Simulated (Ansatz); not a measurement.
**C₃H₁₀BN: up Jacob's ladder to CCSD(T)**

The task here is to estimate one member of a computed series from the others.

Method: functionals in def2-TZVPP, the program's frozen cores in correlated methods; program: Ansatz 0.2.0, Gaussian basis.

The runs, in order: LDA (SPW92), PBE-D4, revPBE-D4, BLYP-D4, r2SCAN-D4, B97M-V, PBE0-D4, B3LYP-D4, r2SCANh-D4, r2SCAN0-D4, HSE06-D4, BHLYP-D4, CAM-B3LYP-D4, LC-ωPBE, ωB97X-V, ωB97M-V, B2PLYP, PBE-QIDH; CCSD(T)/def2-SVP; CCSD(T)/def2-TZVPP; MP2/def2-QZVPP; extrapolation to the limit; RPA on PBE.

### The relaxed structure

The geometry comes from an earlier relaxation with PBE0-D4 in a triple-zeta def2 set; it is a stationary point, not always the lowest conformer.

SMILES `CNB(C)C`, 15 atoms, charge 0, spin multiplicity 1.

Atoms are counted from 1 here; the program's logs count them from 0.

Bond lengths: C1–N2 1.442 Å, C1–H6 1.095 Å, C1–H7 1.095 Å, C1–H8 1.089 Å, N2–B3 1.399 Å, N2–H9 1.008 Å, B3–C4 1.578 Å, B3–C5 1.581 Å, C4–H10 1.091 Å, C4–H11 1.095 Å, C4–H12 1.096 Å, C5–H13 1.094 Å, C5–H14 1.096 Å, C5–H15 1.095 Å. Angles: N2–C1–H6 111.6°, N2–C1–H7 111.7°, N2–C1–H8 110.0°, H6–C1–H7 107.9°, H6–C1–H8 107.8°, H7–C1–H8 107.8°, C1–N2–B3 129.7°, C1–N2–H9 113.2°, B3–N2–H9 117.1°, N2–B3–C4 122.7°, N2–B3–C5 118.0°, C4–B3–C5 119.3°, B3–C4–H10 116.2°, B3–C4–H11 110.0°, B3–C4–H12 109.7°, H10–C4–H11 107.5°, H10–C4–H12 107.4°, H11–C4–H12 105.5° and more.

Set-up of the first run:

The input, in.yaml:

```yaml
crystal:
  periodic: [false, false, false]
  atoms:
    - {symbol: C, position_ang: [-1.262125, -1.005236, 1.389285]}
    - {symbol: N, position_ang: [-0.635176, 0.173022, 0.843955]}
    - {symbol: B, position_ang: [0.242431, 0.299666, -0.238463]}
    - {symbol: C, position_ang: [0.720457, -0.934338, -1.098843]}
    - {symbol: C, position_ang: [0.764749, 1.745897, -0.605289]}
    - {symbol: H, position_ang: [-0.996579, -1.152671, 2.441324]}
    - {symbol: H, position_ang: [-2.353907, -0.950061, 1.322848]}
    - {symbol: H, position_ang: [-0.940273, -1.887382, 0.838739]}
    - {symbol: H, position_ang: [-0.887498, 1.018727, 1.331884]}
    - {symbol: H, position_ang: [0.365211, -1.913976, -0.774262]}
    - {symbol: H, position_ang: [1.814821, -0.972360, -1.124980]}
    - {symbol: H, position_ang: [0.407687, -0.801591, -2.140740]}
    - {symbol: H, position_ang: [0.376520, 2.539568, 0.040178]}
    - {symbol: H, position_ang: [0.503431, 2.002708, -1.637772]}
    - {symbol: H, position_ang: [1.858449, 1.787325, -0.558266]}
basis:
  gaussian: {orbitals: def2-TZVPP}
hamiltonian: {xc: lda}
output: {orbitals: {seedname: orbitals}}
```

Among the steps run: LDA; PBE-D4 (GGA); revPBE-D4 (GGA); BLYP-D4 (GGA); r2SCAN-D4 (meta-GGA); B97M-V (meta-GGA); PBE0-D4 (hybrid); B3LYP-D4 (hybrid); r2SCANh-D4 (hybrid); r2SCAN0-D4 (hybrid); HSE06-D4 (hybrid); BHLYP-D4 (hybrid); CAM-B3LYP-D4 (range-separated); LC-ωPBE-D4 (range-separated; the results give it without D4); ωB97X-V (range-separated); ωB97M-V (range-separated); B2PLYP (double hybrid); PBE-QIDH (double hybrid).

One table of the session follows, with a row left open; its other results are not shown here.

It belongs to the step «Frontier levels by functional». 

```
  functional  HOMO (eV)  LUMO (eV)  gap (eV)
 LDA (SPW92)      -6.19       0.01      6.20
      PBE-D4      -6.06       0.14      6.20
   revPBE-D4          ?          ?         ?
     BLYP-D4      -5.95       0.13      6.08
   r2SCAN-D4      -6.28       0.62      6.90
      B97M-V      -6.36       0.28      6.64
     PBE0-D4      -7.36       0.89      8.25
    B3LYP-D4      -7.15       0.57      7.71
  r2SCANh-D4      -6.77       0.96      7.73
  r2SCAN0-D4      -7.52       1.37      8.89
    HSE06-D4      -6.96       0.53      7.49
    BHLYP-D4      -8.60       1.42     10.01
CAM-B3LYP-D4      -8.77       1.58     10.35
     LC-ωPBE     -10.14       2.83     12.97
     ωB97X-V      -9.78       2.61     12.40
     ωB97M-V      -9.71       2.12     11.82
```

Estimate the missing values for revPBE-D4.

The run gave: HOMO (eV): -6.01; LUMO (eV): 0.20; gap (eV): 6.21. In the column «HOMO (eV)» it lies between PBE-D4 (-6.06) and BLYP-D4 (-5.95).
